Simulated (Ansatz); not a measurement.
# F4H2SSi: the cost of one run

Method: RKS BLYP/cc-pVDZ, in Ansatz 0.2.0.

**1. The starting structure**

Bond lengths: Si1–S2 2.521 Å, Si1–F3 1.573 Å, Si1–F4 1.592 Å, Si1–F5 1.576 Å, Si1–F7 2.001 Å, S2–H8 1.331 Å. Angles: Si1–S2–H8 92.9°, S2–Si1–F3 117.0°, S2–Si1–F4 95.8°, S2–Si1–F5 113.1°, S2–Si1–F7 72.8°, F3–Si1–F4 100.9°, F3–Si1–F5 122.6°, F3–Si1–F7 84.8°, F4–Si1–F5 100.1°, F4–Si1–F7 168.5°, F5–Si1–F7 84.8°.

As a file:

```xyz
8

Si   -0.6179   -0.3998   -0.3902
S     1.1494   -0.1675    1.3920
F    -0.2792   -1.3240   -1.6171
F    -1.5713   -1.3555    0.4530
F    -1.5408    0.8718   -0.5136
H     1.4921    0.6950   -0.1384
F     0.8125    0.7902   -1.1252
H     0.5552    0.8898    1.9396
```

**2. A restrained relaxation towards end A**

Springs on the bonds that form and break draw the guess towards this end; the thresholds are loose.

input.yaml reads:

```yaml
crystal:
  periodic: [false, false, false]
  atoms:
    - { symbol: Si, position_ang: [-0.6179, -0.3998, -0.3902] }
    - { symbol: S, position_ang: [1.1494, -0.1675, 1.392] }
    - { symbol: F, position_ang: [-0.2792, -1.324, -1.6171] }
    - { symbol: F, position_ang: [-1.5713, -1.3555, 0.453] }
    - { symbol: F, position_ang: [-1.5408, 0.8718, -0.5136] }
    - { symbol: H, position_ang: [1.4921, 0.695, -0.1384] }
    - { symbol: F, position_ang: [0.8125, 0.7902, -1.1252] }
    - { symbol: H, position_ang: [0.5552, 0.8898, 1.9396] }
basis:
  gaussian: { orbitals: cc-pVDZ }
hamiltonian:
  xc: blyp
relax:
  f_tol: 0.15
  max_steps: 25
  restrain:
    - { distance: [0, 6], at: 2.98, k: 30.0 }
    - { distance: [5, 1], at: 2.66, k: 30.0 }
    - { distance: [0, 1], at: 2.16, k: 30.0 }
    - { distance: [5, 6], at: 0.88, k: 30.0 }
```

Launch:

```
$ ansatz run input.yaml --threads 2 --pin off --max-ram 3072MiB --backend cpu --events-out ev --progress --plain --runs-dir out
```

Q: Estimate wall time and peak memory on 2 threads of Arm Neoverse V2, shared host.

About 17 s, with a peak of 0.15 GiB.
